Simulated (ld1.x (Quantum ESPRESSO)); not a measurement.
**Pseudopotential generation for B: ultrasoft, PBE**

Task: generate the file, and judge it by its errors in other configurations, its logarithmic derivatives, its ghosts and its cutoff.

The numbers are computed with ld1.x (Quantum ESPRESSO) 7.5 (PBE, scalar-relativistic, spin-unpolarised reference atom).

**1. The design**

The settings as typed:

| Property | Result |
| --- | --- |
| element | boron (B, Z = 5) |
| type | ultrasoft |
| frozen core | [He] |
| valence charge | 3 |
| reference configuration | 2s1 2p2 |
| partial waves | 2s (bound): rcut 1.00, rcutus 1.40 bohr; 2s channel at 2.7 Ry: rcut 1.00, rcutus 1.40 bohr; 2p (bound): rcut 3.15, rcutus 5.20 bohr; 2p channel at 4.85 Ry: rcut 3.15, rcutus 5.20 bohr; 3d channel at 0.4 Ry: rcut 3.35, rcutus 3.50 bohr |
| local potential | all-electron potential smoothed inside 2.65 bohr (lloc = -1) |
| core correction | not asked for |
| augmentation charge | PSQ, radius 1.10 bohr |

**2. Generating the potential**

Contents of B.in:

```
 &input
   title='B', zed=5., rel=1, dft='PBE', iswitch=3,
   config='[He] 2s1 2p2 3d-2',
   nld=3, rlderiv=5.65, eminld=-3.0, emaxld=5.0, deld=0.02
 /
 &inputp
   pseudotype=3, tm=.true., lloc=-1, rcloc=2.65,
   nlcc=.false.,
   which_augfun='PSQ', rmatch_augfun=1.10,
   file_pseudopw='B.UPF', file_wfcaegen='ae.wfc', file_wfcncgen='nc.wfc', file_beta='beta', file_chi='chi', file_wfcusgen='us.wfc'
 /
5
2S  1  0   1.00   0.00  1.00  1.40  0.0
2S  1  0   0.00   2.70  1.00  1.40  0.0
2P  2  1   2.00   0.00  3.15  5.20  0.0
2P  2  1   0.00   4.85  3.15  5.20  0.0
3D  3  2  -2.00   0.40  3.35  3.50  0.0
 &test
   configts(1)='2s1 2p2'
 /
```

On the command line:

```
$ ld1.x < B.in > B.out
```

Output in B.out (without the banner and most projector matrices):

```text
     Program LD1 v.7.5

     !!!!!!!!!!!!!!!!!!! WARNING !!!!!!!!!!!!!!!!!!!!!!!
     Message from routine ld1_readin:
     US requires at least two energies per channel 3D
     !!!!!!!!!!!!!!!!!!!!!!!!!!!!!!!!!!!!!!!!!!!!!!!!!!!
     --------------------------- All-electron run ----------------------------

     B
     scalar relativistic calculation

     atomic number is  5.00
     dft =PBE   lsd =0 sic =0 latt =0  beta=0.20 tr2=1.0E-14
     Exchange-correlation= PBE
                           (   1   4   3   4   0   0   0)
     mesh =1059 r(mesh) = 101.04461 a.u. xmin = -7.00 dx = 0.01250
     1 Ry =  13.60569312 eV, c = 137.03599908

     n l     nl                  e(Ry)          e(Ha)          e(eV)
     1 0     1S 1( 2.00)       -13.3577        -6.6788      -181.7402
     2 0     2S 1( 1.00)        -0.7292        -0.3646        -9.9208
     2 1     2P 1( 2.00)        -0.2983        -0.1491        -4.0581

     final scf error:  7.2E-15 reached in  29 iterations

     Etot =     -48.776654 Ry,     -24.388327 Ha,    -663.640180 eV

     Ekin =      48.610370 Ry,      24.305185 Ha,     661.377778 eV
     Encl =    -112.712700 Ry,     -56.356350 Ha,   -1533.534410 eV
     Eh   =      22.824688 Ry,      11.412344 Ha,     310.545706 eV
     Exc  =      -7.499012 Ry,      -3.749506 Ha,    -102.029254 eV

     normalization and overlap integrals

     s(1S/1S) =  1.000000  <r> =   0.3291  <r2> =    0.1472  r(max) =   0.2103
     s(2S/2S) =  1.000000  <r> =   1.9384  <r2> =    4.5287  r(max) =   1.5152
     s(2P/2P) =  1.000000  <r> =   2.2491  <r2> =    6.5419  r(max) =   1.5536

     ------------------------ End of All-electron run ------------------------

     --------------------- Generating US pseudopotential ---------------------

      Generating local potential from pseudized AE potential:
      Matching radius rcloc =   2.6500

      Local pseudo, rcloc= 2.626 Estimated cut-off energy=     3.52 Ry
      Wfc-us  2S rcutus= 1.406  Estimated cut-off energy=    22.11 Ry
      Wfc-us  2S rcutus= 1.406  Estimated cut-off energy=    29.93 Ry
      Wfc-us  2P rcutus= 5.158  Estimated cut-off energy=     3.18 Ry
      Wfc-us  2P rcutus= 5.158  Estimated cut-off energy=     3.99 Ry
      Wfc-us  3D rcutus= 3.458  Estimated cut-off energy=     8.98 Ry

     Q pseudized with Bessel functions
     Expected ecutrho=     367.4122 due to l1=  1   l2=  2

     ------------------- End of pseudopotential generation -------------------

     [... the all-electron block is printed once more ...]


     Computing logarithmic derivative in   5.66514
     Computing logarithmic derivative in   5.66514
     Computing the partial wave expansion
     R is outside the sphere for l=    0 j= 0.00
     R is outside the sphere for l=    0 j= 0.00
     R is outside the sphere for l=    1 j= 0.00
     R is outside the sphere for l=    1 j= 0.00
     R is outside the sphere for l=    2 j= 0.00

     ---------------------- Testing the pseudopotential ----------------------

     B
     scalar relativistic calculation

     atomic number is  5.00   valence charge is  3.00
     dft =PBE   lsd =0 sic =0 latt =0  beta=0.20 tr2=1.0E-14
     mesh =1059 r(mesh) = 101.04461 xmin = -7.00 dx = 0.01250

     n l     nl             e AE (Ry)        e PS (Ry)    De AE-PS (Ry)
     1 0     2S   1( 1.00)       -0.72916       -0.72916        0.00000
     2 1     2P   1( 2.00)       -0.29827       -0.29827        0.00000

     eps = 4.6E-16  iter =  1

     Etot =     -48.776654 Ry,     -24.388327 Ha,    -663.640180 eV
     Etotps =    -4.747193 Ry,      -2.373596 Ha,     -64.588847 eV

     Ekin =       0.879396 Ry,       0.439698 Ha,      11.964798 eV
     Encl =      -9.353924 Ry,      -4.676962 Ha,    -127.266624 eV
     Ehrt =       3.871650 Ry,       1.935825 Ha,      52.676475 eV
     Ecxc =      -1.550074 Ry,      -0.775037 Ha,     -21.089833 eV
     Epseu=       1.405760 Ry,       0.702880 Ha,      19.126338 eV

     ---------------------- End of pseudopotential test ----------------------
```

It took 1.2 s on 1 thread of Neoverse-V1, shared host. (Generation and the later configuration tests together.)

Partial waves on a coarse radial grid (AE all-electron, PS pseudo):

| r (bohr) | 2p AE | 2p PS |
| --- | --- | --- |
| 0.260 | 0.1325 | 0.0066 |
| 0.520 | 0.3232 | 0.0258 |
| 0.780 | 0.4710 | 0.0561 |
| 1.040 | 0.5679 | 0.0949 |
| 1.300 | 0.6194 | 0.1390 |
| 1.560 | 0.6342 | 0.1851 |
| 1.820 | 0.6230 | 0.2294 |
| 2.080 | 0.5948 | 0.2688 |
| 2.340 | 0.5566 | 0.3006 |
| 2.600 | 0.5133 | 0.3230 |
| 2.860 | 0.4682 | 0.3349 |
| 3.120 | 0.4235 | 0.3363 |
| 3.380 | 0.3807 | 0.3282 |
| 3.640 | 0.3406 | 0.3121 |
| 3.900 | 0.3036 | 0.2902 |
| 4.160 | 0.2698 | 0.2647 |
| 4.420 | 0.2392 | 0.2378 |
| 4.680 | 0.2116 | 0.2114 |
| 4.940 | 0.1868 | 0.1868 |
| 5.200 | 0.1647 | 0.1647 |
| 5.460 | 0.1450 | 0.1450 |
| 5.720 | 0.1274 | 0.1274 |
| 5.980 | 0.1118 | 0.1118 |
| 6.240 | 0.0980 | 0.0980 |
| 6.500 | 0.0858 | 0.0858 |
| 6.760 | 0.0750 | 0.0750 |

**3. Testing the new file in other configurations**

Contents of B.test.in:

```
 &input
   title='B', zed=5., rel=1, dft='PBE', iswitch=2,
   config='[He] 2s1 2p2 3d-2'
 /
 &test
   file_pseudo='B.UPF', nconf=8,
   configts(1)='2s1 2p2',
   configts(2)='2s2 2p1',
   configts(3)='2s2 2p0',
   configts(4)='2s1 2p0',
   configts(5)='2s2 2p1.3',
   configts(6)='2s2 2p0.5',
   configts(7)='2s0 2p3',
   configts(8)='2s1 2p1'
 /
```

On the command line:

```
$ ld1.x < B.test.in > B.test.out
```

B.test.out, the pseudopotential blocks, each with the warnings that came before it:

```text
     ---------------------- Testing the pseudopotential ----------------------

     B
     scalar relativistic calculation

     atomic number is  5.00   valence charge is  3.00
     dft =PBE   lsd =0 sic =0 latt =0  beta=0.20 tr2=1.0E-14
     mesh =1059 r(mesh) = 101.04461 xmin = -7.00 dx = 0.01250

     n l     nl             e AE (Ry)        e PS (Ry)    De AE-PS (Ry)
     1 0     2S   1( 1.00)       -0.72916       -0.72916        0.00000
     2 1     2P   1( 2.00)       -0.29827       -0.29827        0.00000

     eps = 7.1E-16  iter =  1

     Etot =     -48.776654 Ry,     -24.388327 Ha,    -663.640180 eV
     Etotps =    -4.747193 Ry,      -2.373596 Ha,     -64.588847 eV

     Ekin =       0.879396 Ry,       0.439698 Ha,      11.964798 eV
     Encl =      -9.353924 Ry,      -4.676962 Ha,    -127.266624 eV
     Ehrt =       3.871650 Ry,       1.935825 Ha,      52.676475 eV
     Ecxc =      -1.550074 Ry,      -0.775037 Ha,     -21.089833 eV
     Epseu=       1.405760 Ry,       0.702880 Ha,      19.126338 eV

     ---------------------- End of pseudopotential test ----------------------

     ---------------------- Testing the pseudopotential ----------------------

     B
     scalar relativistic calculation

     atomic number is  5.00   valence charge is  3.00
     dft =PBE   lsd =0 sic =0 latt =0  beta=0.20 tr2=1.0E-14
     mesh =1059 r(mesh) = 101.04461 xmin = -7.00 dx = 0.01250

     n l     nl             e AE (Ry)        e PS (Ry)    De AE-PS (Ry)
     1 0     2S   1( 2.00)       -0.69405       -0.68867       -0.00538  !
     2 1     2P   1( 1.00)       -0.26511       -0.25844       -0.00667  !

     eps = 2.5E-16  iter = 12

     Etot =     -49.206684 Ry,     -24.603342 Ha,    -669.491038 eV
     Etotps =    -5.177623 Ry,      -2.588812 Ha,     -70.445155 eV
     dEtot_ae =      -0.430030 Ry
     dEtot_ps =      -0.430431 Ry,   Delta E=       0.000401 Ry

     Ekin =       1.260210 Ry,       0.630105 Ha,      17.146033 eV
     Encl =      -9.532781 Ry,      -4.766390 Ha,    -129.700087 eV
     Ehrt =       4.007778 Ry,       2.003889 Ha,      54.528595 eV
     Ecxc =      -1.607549 Ry,      -0.803774 Ha,     -21.871813 eV
     Epseu=       0.694718 Ry,       0.347359 Ha,       9.452117 eV

     ---------------------- End of pseudopotential test ----------------------

     Warning: n=2, l=1 expected 0 nodes, found 1
     ---------------------- Testing the pseudopotential ----------------------

     B
     scalar relativistic calculation

     atomic number is  5.00   valence charge is  3.00
     dft =PBE   lsd =0 sic =0 latt =0  beta=0.20 tr2=1.0E-14
     mesh =1059 r(mesh) = 101.04461 xmin = -7.00 dx = 0.01250

     n l     nl             e AE (Ry)        e PS (Ry)    De AE-PS (Ry)
     1 0     2S   1( 2.00)       -1.43403       -1.43174       -0.00229
     2 1     2P   1( 0.00)       -0.98227       -0.92382       -0.05845  !

     eps = 5.9E-15  iter = 18

     Etot =     -48.602552 Ry,     -24.301276 Ha,    -661.271411 eV
     Etotps =    -4.578109 Ry,      -2.289054 Ha,     -62.288344 eV
     dEtot_ae =       0.174101 Ry
     dEtot_ps =       0.169084 Ry,   Delta E=       0.005018 Ry

     Ekin =       1.354340 Ry,       0.677170 Ha,      18.426729 eV
     Encl =      -6.863678 Ry,      -3.431839 Ha,     -93.385103 eV
     Ehrt =       2.024907 Ry,       1.012453 Ha,      27.550262 eV
     Ecxc =      -1.085893 Ry,      -0.542946 Ha,     -14.774326 eV
     Epseu=      -0.007784 Ry,      -0.003892 Ha,      -0.105906 eV

     ---------------------- End of pseudopotential test ----------------------

     ---------------------- Testing the pseudopotential ----------------------

     B
     scalar relativistic calculation

     atomic number is  5.00   valence charge is  3.00
     dft =PBE   lsd =0 sic =0 latt =0  beta=0.20 tr2=1.0E-14
     mesh =1059 r(mesh) = 101.04461 xmin = -7.00 dx = 0.01250

     n l     nl             e AE (Ry)        e PS (Ry)    De AE-PS (Ry)
     1 0     2S   1( 1.00)       -2.31339       -2.30417       -0.00922  !
     2 1     2P   1( 0.00)       -1.87356       -1.87356        0.00000

     eps = 7.4E-15  iter = 14

     Etot =     -46.734041 Ry,     -23.367020 Ha,    -635.849013 eV
     Etotps =    -2.714488 Ry,      -1.357244 Ha,     -36.932490 eV
     dEtot_ae =       2.042613 Ry
     dEtot_ps =       2.032705 Ry,   Delta E=       0.009908 Ry

     Ekin =       0.806071 Ry,       0.403035 Ha,      10.967153 eV
     Encl =      -3.590350 Ry,      -1.795175 Ha,     -48.849194 eV
     Ehrt =       0.545096 Ry,       0.272548 Ha,       7.416404 eV
     Ecxc =      -0.479357 Ry,      -0.239678 Ha,      -6.521983 eV
     Epseu=       0.004052 Ry,       0.002026 Ha,       0.055130 eV

     ---------------------- End of pseudopotential test ----------------------

     BEWARE! Errors in PS-KS equations
     Warning: n=1, l=0 expected 0 nodes, found 1
     ---------------------- Testing the pseudopotential ----------------------

     B
     scalar relativistic calculation

     atomic number is  5.00   valence charge is  3.00
     dft =PBE   lsd =0 sic =0 latt =0  beta=0.20 tr2=1.0E-14
     mesh =1059 r(mesh) = 101.04461 xmin = -7.00 dx = 0.01250

     n l     nl             e AE (Ry)        e PS (Ry)    De AE-PS (Ry)
     1 0     2S   1( 2.00)       -0.51890       -0.62222        0.10332  !
     2 1     2P   1( 1.30)       -0.10161       -0.10161        0.00000

     eps = 1.1E-22  iter =  6

     Etot =     -49.260950 Ry,     -24.630475 Ha,    -670.229365 eV
     Etotps =    -1.376522 Ry,      -0.688261 Ha,     -18.728532 eV
     dEtot_ae =      -0.484296 Ry
     dEtot_ps =       3.370671 Ry,   Delta E=      -3.854967 Ry

     Ekin =      -1.376522 Ry,      -0.688261 Ha,     -18.728532 eV
     Encl =       0.000000 Ry,       0.000000 Ha,       0.000000 eV
     Ehrt =       0.000000 Ry,       0.000000 Ha,       0.000000 eV
     Ecxc =       0.000000 Ry,       0.000000 Ha,       0.000000 eV

     ---------------------- End of pseudopotential test ----------------------

     ---------------------- Testing the pseudopotential ----------------------

     B
     scalar relativistic calculation

     atomic number is  5.00   valence charge is  3.00
     dft =PBE   lsd =0 sic =0 latt =0  beta=0.20 tr2=1.0E-14
     mesh =1059 r(mesh) = 101.04461 xmin = -7.00 dx = 0.01250

     n l     nl             e AE (Ry)        e PS (Ry)    De AE-PS (Ry)
     1 0     2S   1( 2.00)       -1.03851       -1.05326        0.01475  !
     2 1     2P   1( 0.50)       -0.59442       -0.59960        0.00517  !

     eps = 3.0E-15  iter = 13

     Etot =     -48.994466 Ry,     -24.497233 Ha,    -666.603665 eV
     Etotps =    -4.963602 Ry,      -2.481801 Ha,     -67.533241 eV
     dEtot_ae =      -0.217812 Ry
     dEtot_ps =      -0.216409 Ry,   Delta E=      -0.001403 Ry

     Ekin =       1.375150 Ry,       0.687575 Ha,      18.709865 eV
     Encl =      -8.223654 Ry,      -4.111827 Ha,    -111.888518 eV
     Ehrt =       2.944243 Ry,       1.472122 Ha,      40.058468 eV
     Ecxc =      -1.342863 Ry,      -0.671432 Ha,     -18.270588 eV
     Epseu=       0.283523 Ry,       0.141762 Ha,       3.857533 eV

     ---------------------- End of pseudopotential test ----------------------

     BEWARE! Errors in PS-KS equations
     ---------------------- Testing the pseudopotential ----------------------

     B
     scalar relativistic calculation

     atomic number is  5.00   valence charge is  3.00
     dft =PBE   lsd =0 sic =0 latt =0  beta=0.20 tr2=1.0E-14
     mesh =1059 r(mesh) = 101.04461 xmin = -7.00 dx = 0.01250

     n l     nl             e AE (Ry)        e PS (Ry)    De AE-PS (Ry)
     1 0     2S   1( 0.00)       -0.75829       -0.75829        0.00000
     2 1     2P   1( 3.00)       -0.32646       -0.32646        0.00000

     eps = 2.8E-31  iter =  3

     Etot =     -48.345216 Ry,     -24.172608 Ha,    -657.770177 eV
     Etotps =    -0.979382 Ry,      -0.489691 Ha,     -13.325173 eV
     dEtot_ae =       0.431437 Ry
     dEtot_ps =       3.767811 Ry,   Delta E=      -3.336373 Ry

     Ekin =      -0.979382 Ry,      -0.489691 Ha,     -13.325173 eV
     Encl =       0.000000 Ry,       0.000000 Ha,       0.000000 eV
     Ehrt =       0.000000 Ry,       0.000000 Ha,       0.000000 eV
     Ecxc =       0.000000 Ry,       0.000000 Ha,       0.000000 eV

     ---------------------- End of pseudopotential test ----------------------

     BEWARE! Errors in PS-KS equations
     ---------------------- Testing the pseudopotential ----------------------

     B
     scalar relativistic calculation

     atomic number is  5.00   valence charge is  3.00
     dft =PBE   lsd =0 sic =0 latt =0  beta=0.20 tr2=1.0E-14
     mesh =1059 r(mesh) = 101.04461 xmin = -7.00 dx = 0.01250

     n l     nl             e AE (Ry)        e PS (Ry)    De AE-PS (Ry)
     1 0     2S   1( 1.00)       -1.43999       -2.30417        0.86418  !
     2 1     2P   1( 1.00)       -0.98910       -0.98910        0.00000

     eps = 6.5E-15  iter = 21

     Etot =     -48.151191 Ry,     -24.075596 Ha,    -655.130332 eV
     Etotps =    -3.703587 Ry,      -1.851793 Ha,     -50.389867 eV
     dEtot_ae =       0.625462 Ry
     dEtot_ps =       1.043606 Ry,   Delta E=      -0.418143 Ry

     Ekin =      -0.183028 Ry,      -0.091514 Ha,      -2.490224 eV
     Encl =      -3.590350 Ry,      -1.795175 Ha,     -48.849194 eV
     Ehrt =       0.545096 Ry,       0.272548 Ha,       7.416404 eV
     Ecxc =      -0.479357 Ry,      -0.239678 Ha,      -6.521983 eV
     Epseu=       0.004052 Ry,       0.002026 Ha,       0.055130 eV

     ---------------------- End of pseudopotential test ----------------------
```

3 tests gave no usable energy difference (2s2 2p1.3; 2s0 2p3; 2s1 2p1).

The tests as a table, with energies relative to 2s1 2p2. A star marks tests that logged a warning.

| valence configuration | charge | ΔE all-electron (eV) | error AE − PS (meV) |
| --- | --- | --- | --- |
| 2s2 2p1 | 0 | -5.851 | +5.5 |
| 2s2 2p0 * | +1 | 2.369 | +68 |
| 2s1 2p0 | +2 | 27.791 | +135 |
| 2s2 2p0.5 | +0.5 | -2.963 | -19 |

**4. Does it scatter like the atom?**

Taken from the files of the generation run. The phase is arctan(r·u′/u) with u = r·R, unwrapped, with energies in Ry. A pole is an energy at which the radial function vanishes at the test radius. The pseudo phase is shifted by a multiple of π to meet the all-electron one at the reference energy. Levels narrower than the energy grid can be missing from the poles. Left out: p, where the overlap operator is not positive , so their phases aren't trusted. The last column is the largest difference on the grid between −1 and +1 Ry.

| channel | radius (bohr) | reference (Ry) | poles AE | poles PS | window around the reference with phases within 0.05 rad (Ry) | largest difference near zero (rad) |
| --- | --- | --- | --- | --- | --- | --- |
| s | 5.67 | -0.73 | -0.73, 0.53, 2.20, 4.62 | -0.73, 0.53, 2.20, 4.62 | the whole range | 0.000 |
| d | 5.67 | 0.40 | 0.61, 1.88, 3.82 | 0.61, 1.91, 4.01 | below 1.1 | 0.001 |

Phases (rad) along the scan:

| E (Ry) | d AE | d PS | s AE | s PS |
| --- | --- | --- | --- | --- |
| -3.00 | 1.470 | 1.470 | 1.467 | 1.467 |
| -2.52 | 1.461 | 1.461 | 1.456 | 1.457 |
| -2.04 | 1.450 | 1.450 | 1.443 | 1.443 |
| -1.56 | 1.433 | 1.433 | 1.423 | 1.423 |
| -1.08 | 1.407 | 1.407 | 1.387 | 1.387 |
| -0.60 | 1.359 | 1.359 | -1.801 | -1.801 |
| -0.12 | 1.210 | 1.210 | -2.180 | -2.180 |
| 0.36 | -1.152 | -1.152 | -4.596 | -4.596 |
| 0.84 | -1.744 | -1.743 | -4.867 | -4.867 |
| 1.32 | -4.353 | -4.336 | -6.845 | -6.845 |
| 1.80 | -4.692 | -4.686 | -7.760 | -7.760 |
| 2.28 | -4.822 | -4.804 | -7.867 | -7.867 |
| 2.76 | -6.195 | -5.340 | -7.962 | -7.962 |
| 3.24 | -7.745 | -7.693 | -8.557 | -8.556 |
| 3.72 | -7.841 | -7.817 | -10.832 | -10.832 |
| 4.20 | -7.902 | -7.875 | -10.950 | -10.950 |
| 4.68 | -8.023 | -7.943 | -11.001 | -11.001 |

**5. Cutoff and ghost test in a Bessel basis**

This step uses the generator's waves and projectors in a separate script. Basis: spherical Bessel functions vanishing at 20 bohr, q² up to the cutoff; potential fixed at the reference.

No cutoffs are read. The overlap operator is not positive in p (lowest eigenvalue -0.001), so the test is not defined there. The ghost test is not conclusive.

**6. Outcome**

| quantity | value |
| --- | --- |
| cutoffs | not determined |
| bound ghosts | not determined |
| largest test error (AE − PS) | +135 meV, for 2s1 2p0 (3 tests unsolved) |
| largest phase difference near zero energy, channels read | 0.001 rad |
| lowest eigenvalue of the overlap (Bessel basis) | -0.001 (p) |
| density cutoff estimated by the generator | 367 Ry |

The overlap operator is not positive definite in p, so a plane-wave run would break down once the basis is large enough. By total energies transferability is poor: the largest error is 135 meV on 27.8 eV, for 2s1 2p0. Of the tests 3 gave no usable energy difference, which is a warning in itself. No cutoffs are read. Ghosts could not be judged. Near zero energy the phases of the channels with partial waves that could be evaluated agree within 0.001 rad. These are tests on the free atom; a crystal test is still owed.
